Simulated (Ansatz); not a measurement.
Runs of Ansatz 0.2.0 on Sn3Te. It takes space group Pm-3m (No. 221, cubic). Conventional cell: a = 4.866 Å, b = 4.866 Å, c = 4.866 Å, α = 90.00°, β = 90.00°, γ = 90.00°. Around Te (site symmetry m-3m) lie 12 Sn at 3.44 Å. Sn (site symmetry 4/mmm) is surrounded by 4 Te at 3.44 Å and 8 Sn at 3.44 Å. The cell comes from a database or a generator and needn't be the stable form of this composition.

```tsv
task	level	spin	cutoff (eV)	atoms under strain	points for each segment of the path	gap on the mesh (eV)	pressure (GPa)	V0 of scaled cells (Å³/atom)	B0 (GPa)
equation of state	PBE	off	420	-	-	-	-	(a)	(b)
phonons	PBEsol	off	420	-	-	none	-	-	-
elastic constants	PBEsol	off	420	relaxed	-	none	-2.4	-	-
band structure	PBEsol	SOC, no magnetisation	420	-	14	none	-2.3	-	-
equation of state	r2SCAN	off	500	-	-	-	-	28.60	45
```

Alike in all rows: potentials or basis Ansatz PAW; cell as given; k mesh 6 × 6 × 6; smearing fermi-dirac 0.05 eV.

Estimate the missing entries.

(a) 29.02; (b) 44.

Caveats: the PAW data sets come from PBE, with cores solved anew for the run's functional, which leaves a small shift of forces and pressure (some runs); some modes are imaginary (some runs); the elastic tensor has a negative eigenvalue, so either the cell is unstable as it stands or the mesh is too thin (some runs); the PAW data sets were made with another functional, which shifts forces and pressure a little (some runs).

A k mesh can miss the band edges, and rows without SOC leave out spin-orbit coupling on Sn, Te.

A gap of «none» marks a metal or a gap under the smearing width.
